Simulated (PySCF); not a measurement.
# Br₂: NMR shieldings, spin-spin couplings, relativistic core levels, part 2 of 2

PySCF 2.14.0. Atoms count from 0.

### 9 NMR shieldings: PBE0/pcJ-1 Br:dyall-v2z, spin-free

The job: settings as JSON, then the geometry in Å.

```
{"job": {"kind": "hnmr", "xc": "PBE0", "basis": {"default": "pcJ-1", "Br": "dyall-v2z"}, "rel": "sf", "two": true}, "charge": 0, "multiplicity": 1}
Br    -1.024968    -0.292619     0.414138
Br     1.040272     0.265746    -0.426235
```

With the program's defaults for keys left out, this is: PBE0/pcJ-1 Br:dyall-v2z GIAO NMR shielding, X2C without spin-orbit coupling but with the spin-dependent field terms, Gaussian nuclei, gas phase.

The program printed:

```text
spin-free SCF
coarse grid: 14664 points
cycle   1  E = -5212.0133782699  dE = -5.848e-02  |g| = 3.038e-01  |ddm| = 1.520e+00
cycle   2  E = -5212.0148665476  dE = -1.488e-03  |g| = 1.372e-01  |ddm| = 1.391e-01
cycle   3  E = -5212.0161680627  dE = -1.302e-03  |g| = 7.195e-02  |ddm| = 9.742e-02
cycle   4  E = -5212.0165509264  dE = -3.829e-04  |g| = 3.775e-03  |ddm| = 3.024e-02
cycle   5  E = -5212.0165534030  dE = -2.477e-06  |g| = 4.925e-04  |ddm| = 2.829e-03
final grid: 26152 points
cycle   6  E = -5212.0168764913  dE = -1.915e-07  |g| = 8.653e-04  |ddm| = 8.391e-04
cycle   7  E = -5212.0168764987  dE = -7.447e-09  |g| = 3.506e-04  |ddm| = 6.123e-04
cycle   8  E = -5212.0168765211  dE = -2.235e-08  |g| = 1.701e-04  |ddm| = 4.205e-04
cycle   9  E = -5212.0168765273  dE = -6.274e-09  |g| = 3.002e-05  |ddm| = 1.336e-04
converged SCF energy = -5212.0168765273
two-component SCF
cycle   1  E = -5212.0168765272  dE = -5.212e+03  |FDS-SDF| = 3.002e-05
cycle   2  E = -5212.0168765272  dE = -2.456e-11  |FDS-SDF| = 2.677e-05
converged, E = -5212.0168765272

Field gradients (au) and densities at the nuclei (bohr^-3)
atom        Vxx        Vyy        Vzz        centre      nuclear mean
  0 Br    -5.9233    -5.9236    11.8470      40815.280      40755.525
  1 Br    -5.9233    -5.9236    11.8470      40815.280      40755.525
without picture change
  0 Br                          12.2526                     66243.578
  1 Br                          12.2526                     66243.578

Core orbital energies (eV)
atom   shell        mean    spread
  0 Br 1s       -13366.001   0.000
  0 Br 2s        -1755.165   0.000
  0 Br 3s         -248.131   0.000
  0 Br 4s          -23.117   0.000
  0 Br 2p1/2     -1547.027   0.000
  0 Br 2p3/2     -1546.872   0.000
  0 Br 3p1/2      -182.096   0.000
  0 Br 3p3/2      -181.574   0.000
  0 Br 3d3/2       -72.049   0.146
  0 Br 3d5/2       -71.692   0.424
  1 Br 1s       -13366.001   0.000
  1 Br 2s        -1755.165   0.000
  1 Br 3s         -248.131   0.000
  1 Br 4s          -23.117   0.000
  1 Br 2p1/2     -1547.027   0.000
  1 Br 2p3/2     -1546.872   0.000
  1 Br 3p1/2      -182.096   0.000
  1 Br 3p3/2      -181.574   0.000
  1 Br 3d3/2       -72.049   0.146
  1 Br 3d5/2       -71.692   0.424

Shielding tensors (ppm)
atom      isotropic    diamagn.    paramagn.     s11        s22        s33       span
  0 Br     1967.57     2981.44    -1013.87    1227.98    1228.00    3446.72    2218.74
  1 Br     1967.57     2981.44    -1013.87    1227.99    1228.00    3446.72    2218.73
```

Wall time 35 s (1 thread of Arm Neoverse V1, shared host); peak memory 0.85 GiB.

### 10 Spin-spin couplings: PBE0/pcJ-1 Br:dyall-v2z, spin-free

The job: settings as JSON, then the geometry in Å.

```
{"job": {"kind": "hj", "xc": "PBE0", "basis": {"default": "pcJ-1", "Br": "dyall-v2z"}, "rel": "sf", "atoms": [0]}, "charge": 0, "multiplicity": 1}
Br    -1.024968    -0.292619     0.414138
Br     1.040272     0.265746    -0.426235
```

With the program's defaults for keys left out, this is: PBE0/pcJ-1 Br:dyall-v2z indirect spin-spin coupling, X2C without spin-orbit coupling, Gaussian nuclei, gas phase.

The program printed:

```text
spin-free SCF
coarse grid: 14664 points
cycle   1  E = -5212.0133782699  dE = -5.848e-02  |g| = 3.038e-01  |ddm| = 1.520e+00
cycle   2  E = -5212.0148665476  dE = -1.488e-03  |g| = 1.372e-01  |ddm| = 1.391e-01
cycle   3  E = -5212.0161680627  dE = -1.302e-03  |g| = 7.195e-02  |ddm| = 9.742e-02
cycle   4  E = -5212.0165509264  dE = -3.829e-04  |g| = 3.775e-03  |ddm| = 3.024e-02
cycle   5  E = -5212.0165534030  dE = -2.477e-06  |g| = 4.925e-04  |ddm| = 2.829e-03
final grid: 26152 points
cycle   6  E = -5212.0168764913  dE = -1.915e-07  |g| = 8.653e-04  |ddm| = 8.391e-04
cycle   7  E = -5212.0168764987  dE = -7.447e-09  |g| = 3.506e-04  |ddm| = 6.123e-04
cycle   8  E = -5212.0168765211  dE = -2.235e-08  |g| = 1.701e-04  |ddm| = 4.205e-04
cycle   9  E = -5212.0168765273  dE = -6.274e-09  |g| = 3.002e-05  |ddm| = 1.336e-04
converged SCF energy = -5212.0168765273
two-component SCF
cycle   1  E = -5212.0168765272  dE = -5.212e+03  |FDS-SDF| = 3.002e-05
cycle   2  E = -5212.0168765272  dE = -2.456e-11  |FDS-SDF| = 2.677e-05
converged, E = -5212.0168765272

Indirect spin-spin couplings
  i        j     bonds      J/Hz   K/1e19 T2/J   anisotropy/Hz
  0  79Br   1  79Br   1     4968.72     6544.61     -4884.5
```

Run time: 38 s. Hardware: 1 thread of Arm Neoverse V1, shared host; peak memory 0.58 GiB.

### 11 Relativistic core levels: PBE0/pcJ-1 Br:dyall-v2z, spin-free

The job: settings as JSON, then the geometry in Å.

```
{"job": {"kind": "hxps", "xc": "PBE0", "basis": {"default": "pcJ-1", "Br": "dyall-v2z"}, "rel": "sf", "holes": [[0, "3d"]]}, "charge": 0, "multiplicity": 1}
Br    -1.024968    -0.292619     0.414138
Br     1.040272     0.265746    -0.426235
```

With the program's defaults for keys left out, this is: PBE0/pcJ-1 Br:dyall-v2z core ionisation, delta-SCF with one localised hole, spin-free X2C, Gaussian nuclei, gas phase.

The program printed:

```text
spin-free SCF
coarse grid: 14664 points
cycle   1  E = -5212.0133782699  dE = -5.848e-02  |g| = 3.038e-01  |ddm| = 1.520e+00
cycle   2  E = -5212.0148665476  dE = -1.488e-03  |g| = 1.372e-01  |ddm| = 1.391e-01
cycle   3  E = -5212.0161680627  dE = -1.302e-03  |g| = 7.195e-02  |ddm| = 9.742e-02
cycle   4  E = -5212.0165509264  dE = -3.829e-04  |g| = 3.775e-03  |ddm| = 3.024e-02
cycle   5  E = -5212.0165534030  dE = -2.477e-06  |g| = 4.925e-04  |ddm| = 2.829e-03
final grid: 26152 points
cycle   6  E = -5212.0168764913  dE = -1.915e-07  |g| = 8.653e-04  |ddm| = 8.391e-04
cycle   7  E = -5212.0168764987  dE = -7.447e-09  |g| = 3.506e-04  |ddm| = 6.123e-04
cycle   8  E = -5212.0168765211  dE = -2.235e-08  |g| = 1.701e-04  |ddm| = 4.205e-04
cycle   9  E = -5212.0168765273  dE = -6.274e-09  |g| = 3.002e-05  |ddm| = 1.336e-04
converged SCF energy = -5212.0168765273
two-component SCF
cycle   1  E = -5212.0168765272  dE = -5.212e+03  |FDS-SDF| = 3.002e-05
cycle   2  E = -5212.0168765272  dE = -2.456e-11  |FDS-SDF| = 2.677e-05
converged, E = -5212.0168765272

Field gradients (au) and densities at the nuclei (bohr^-3)
atom        Vxx        Vyy        Vzz        centre      nuclear mean
  0 Br    -5.9233    -5.9236    11.8470      40815.280      40755.525
  1 Br    -5.9233    -5.9236    11.8470      40815.280      40755.525
without picture change
  0 Br                          12.2526                     66243.578
  1 Br                          12.2526                     66243.578

Core orbital energies (eV)
atom   shell        mean    spread
  0 Br 1s       -13366.001   0.000
  0 Br 2s        -1755.165   0.000
  0 Br 3s         -248.131   0.000
  0 Br 4s          -23.117   0.000
  0 Br 2p1/2     -1547.027   0.000
  0 Br 2p3/2     -1546.872   0.000
  0 Br 3p1/2      -182.096   0.000
  0 Br 3p3/2      -181.574   0.000
  0 Br 3d3/2       -72.049   0.146
  0 Br 3d5/2       -71.692   0.424
  1 Br 1s       -13366.001   0.000
  1 Br 2s        -1755.165   0.000
  1 Br 3s         -248.131   0.000
  1 Br 4s          -23.117   0.000
  1 Br 2p1/2     -1547.027   0.000
  1 Br 2p3/2     -1546.872   0.000
  1 Br 3p1/2      -182.096   0.000
  1 Br 3p3/2      -181.574   0.000
  1 Br 3d3/2       -72.049   0.146
  1 Br 3d5/2       -71.692   0.424

hole in 3d5/2 of atom 0
cycle   1  E = -5208.8091129642  dE = -5.209e+03  |FDS-SDF| = 2.209e+00
cycle   2  E = -5208.8748535754  dE = -6.574e-02  |FDS-SDF| = 2.247e+00
cycle   3  E = -5209.1723833927  dE = -2.975e-01  |FDS-SDF| = 1.399e-01
cycle   4  E = -5209.1734821881  dE = -1.099e-03  |FDS-SDF| = 8.516e-02
cycle   5  E = -5209.1739987923  dE = -5.166e-04  |FDS-SDF| = 5.655e-03
cycle   6  E = -5209.1740243360  dE = -2.554e-05  |FDS-SDF| = 3.747e-03
cycle   7  E = -5209.1740620305  dE = -3.769e-05  |FDS-SDF| = 5.011e-03
cycle   8  E = -5209.1740069126  dE =  5.512e-05  |FDS-SDF| = 2.292e-03
cycle   9  E = -5209.1739994100  dE =  7.503e-06  |FDS-SDF| = 6.707e-04
cycle  10  E = -5209.1739998289  dE = -4.189e-07  |FDS-SDF| = 2.786e-04
cycle  11  E = -5209.1739999717  dE = -1.427e-07  |FDS-SDF| = 1.309e-04
cycle  12  E = -5209.1739999794  dE = -7.791e-09  |FDS-SDF| = 6.046e-05
converged, E = -5209.1739999794

Core binding energies (eV)
atom   line    delta-SCF   -orbital   splitting
  0 Br 3d         77.219      71.83         -
```

Run time: 25 s. Hardware: 1 thread of Arm Neoverse V1, shared host; peak memory 0.68 GiB.

### 12 Relativistic core levels: PBE0/pcJ-1 Br:dyall-v2z, non-relativistic

The job: settings as JSON, then the geometry in Å.

```
{"job": {"kind": "hxps", "xc": "PBE0", "basis": {"default": "pcJ-1", "Br": "dyall-v2z"}, "rel": "nr", "holes": [[0, "3d"]]}, "charge": 0, "multiplicity": 1}
Br    -1.024968    -0.292619     0.414138
Br     1.040272     0.265746    -0.426235
```

Method: PBE0/pcJ-1 Br:dyall-v2z core ionisation, delta-SCF with one localised hole, non-relativistic, Gaussian nuclei, gas phase.

The program printed:

```text
non-relativistic SCF
coarse grid: 14664 points
cycle   1  E = -5147.6604753607  dE = -4.267e+01  |g| = 3.141e+00  |ddm| = 1.707e+00
cycle   2  E = -5147.6745136794  dE = -1.404e-02  |g| = 1.289e+00  |ddm| = 4.801e-01
cycle   3  E = -5147.7114197526  dE = -3.691e-02  |g| = 5.619e-01  |ddm| = 4.152e-01
cycle   4  E = -5147.7227495549  dE = -1.133e-02  |g| = 2.335e-02  |ddm| = 1.576e-01
cycle   5  E = -5147.7227884813  dE = -3.893e-05  |g| = 4.441e-03  |ddm| = 1.689e-02
cycle   6  E = -5147.7227930351  dE = -4.554e-06  |g| = 4.333e-04  |ddm| = 3.972e-03
final grid: 26152 points
cycle   7  E = -5147.7228169215  dE = -6.688e-08  |g| = 4.438e-04  |ddm| = 6.990e-04
cycle   8  E = -5147.7228169254  dE = -3.830e-09  |g| = 4.291e-04  |ddm| = 3.602e-04
cycle   9  E = -5147.7228169359  dE = -1.049e-08  |g| = 1.293e-05  |ddm| = 1.423e-04
cycle  10  E = -5147.7228169359  dE = -3.456e-11  |g| = 2.849e-06  |ddm| = 1.431e-05
converged SCF energy = -5147.7228169359
two-component SCF
cycle   1  E = -5147.7228169359  dE = -5.148e+03  |FDS-SDF| = 2.849e-06
cycle   2  E = -5147.7228169359  dE = -5.457e-12  |FDS-SDF| = 2.222e-06
converged, E = -5147.7228169359

Field gradients (au) and densities at the nuclei (bohr^-3)
atom        Vxx        Vyy        Vzz        centre      nuclear mean
  0 Br    -5.5724    -5.5727    11.1450      29276.569      29252.741
  1 Br    -5.5724    -5.5727    11.1450      29276.569      29252.741

Core orbital energies (eV)
atom   shell        mean    spread
  0 Br 1s       -13149.508   0.000
  0 Br 2s        -1704.985   0.000
  0 Br 3s         -239.788   0.000
  0 Br 4s          -22.501   0.000
  0 Br 2p1/2     -1535.549   0.000
  0 Br 2p3/2     -1535.393   0.000
  0 Br 3p1/2      -180.365   0.000
  0 Br 3p3/2      -179.843   0.000
  0 Br 3d3/2       -73.749   0.144
  0 Br 3d5/2       -73.398   0.419
  1 Br 1s       -13149.508   0.000
  1 Br 2s        -1704.985   0.000
  1 Br 3s         -239.788   0.000
  1 Br 4s          -22.501   0.000
  1 Br 2p1/2     -1535.549   0.000
  1 Br 2p3/2     -1535.393   0.000
  1 Br 3p1/2      -180.365   0.000
  1 Br 3p3/2      -179.843   0.000
  1 Br 3d3/2       -73.749   0.144
  1 Br 3d5/2       -73.398   0.419

hole in 3d5/2 of atom 0
cycle   1  E = -5144.4505250633  dE = -5.144e+03  |FDS-SDF| = 2.212e+00
cycle   2  E = -5144.5185449388  dE = -6.802e-02  |FDS-SDF| = 2.225e+00
cycle   3  E = -5144.8135772874  dE = -2.950e-01  |FDS-SDF| = 1.374e-01
cycle   4  E = -5144.8146264124  dE = -1.049e-03  |FDS-SDF| = 8.516e-02
cycle   5  E = -5144.8151899439  dE = -5.635e-04  |FDS-SDF| = 5.780e-03
cycle   6  E = -5144.8152161594  dE = -2.622e-05  |FDS-SDF| = 3.901e-03
cycle   7  E = -5144.8152568729  dE = -4.071e-05  |FDS-SDF| = 5.220e-03
cycle   8  E = -5144.8151973039  dE =  5.957e-05  |FDS-SDF| = 2.191e-03
cycle   9  E = -5144.8151908615  dE =  6.442e-06  |FDS-SDF| = 6.411e-04
cycle  10  E = -5144.8151912405  dE = -3.790e-07  |FDS-SDF| = 2.735e-04
cycle  11  E = -5144.8151913720  dE = -1.316e-07  |FDS-SDF| = 1.251e-04
cycle  12  E = -5144.8151913809  dE = -8.865e-09  |FDS-SDF| = 6.741e-05
converged, E = -5144.8151913809

Core binding energies (eV)
atom   line    delta-SCF   -orbital   splitting
  0 Br 3d         78.983      73.54         -
```

Wall time 24 s (1 thread of Arm Neoverse V1, shared host); peak memory 0.66 GiB.

### 13 Shieldings side by side

| run | Br0 | Br1 | time |
| --- | --- | --- | --- |
| step 3, PBE0/pcJ-1 Br:dyall-v2z, spin–orbit | 2084.2 | 2084.2 | 49 s |
| step 6, PBE0/pcJ-1 Br:dyall-v2z, non-relativistic | 1794.0 | 1794.0 | 12 s |
| step 8, PBE0/pcJ-1 Br:dyall-v2z, spin-free | 1704.3 | 1704.3 | 12 s |
| step 9, PBE0/pcJ-1 Br:dyall-v2z, spin-free with spin-dependent field terms | 1967.6 | 1967.6 | 35 s |

### 14 Outcome

This closing draws on all 2 parts.

```
                                                                               quantity                                       value
                                                                            point group                                       Dinfh
                                                   rotational constants (main isotopes)                              2.42, 2.42 GHz
          energy from spin-orbit coupling (step 3, PBE0/pcJ-1 Br:dyall-v2z, spin–orbit)                                  -0.1564 Eh
                               shieldings (step 3, PBE0/pcJ-1 Br:dyall-v2z, spin–orbit)                  Br0 2084.2, Br1 2084.2 ppm
          energy from spin-orbit coupling (step 4, PBE0/pcJ-1 Br:dyall-v2z, spin–orbit)                                  -0.1564 Eh
                 largest reduced coupling (step 4, PBE0/pcJ-1 Br:dyall-v2z, spin–orbit)  Br0–Br1: J = 4195.0 Hz, K = 5525·10¹⁹ T²/J
                 Br0 3d5/2 binding energy (step 5, PBE0/pcJ-1 Br:dyall-v2z, spin–orbit)                      77.0 eV, 3d3/2 78.2 eV
          energy from spin-orbit coupling (step 5, PBE0/pcJ-1 Br:dyall-v2z, spin–orbit)                                  -0.1564 Eh
                         shieldings (step 6, PBE0/pcJ-1 Br:dyall-v2z, non-relativistic)                  Br0 1794.0, Br1 1794.0 ppm
           largest reduced coupling (step 7, PBE0/pcJ-1 Br:dyall-v2z, non-relativistic)  Br0–Br1: J = 4181.2 Hz, K = 5507·10¹⁹ T²/J
                                shieldings (step 8, PBE0/pcJ-1 Br:dyall-v2z, spin-free)                  Br0 1704.3, Br1 1704.3 ppm
shieldings (step 9, PBE0/pcJ-1 Br:dyall-v2z, spin-free with spin-dependent field terms)                  Br0 1967.6, Br1 1967.6 ppm
                 largest reduced coupling (step 10, PBE0/pcJ-1 Br:dyall-v2z, spin-free)  Br0–Br1: J = 4968.7 Hz, K = 6545·10¹⁹ T²/J
                    Br0 3d binding energy (step 11, PBE0/pcJ-1 Br:dyall-v2z, spin-free)                                     77.2 eV
             Br0 3d binding energy (step 12, PBE0/pcJ-1 Br:dyall-v2z, non-relativistic)                                     79.0 eV
```

In words: With PBE0/def2-SVP, its start was all but relaxed already: 4 steps gained 0.6 meV. Br0 (with its equivalent atoms) moves most between the runs, by 380 ppm; the labels say what changes from run to run.
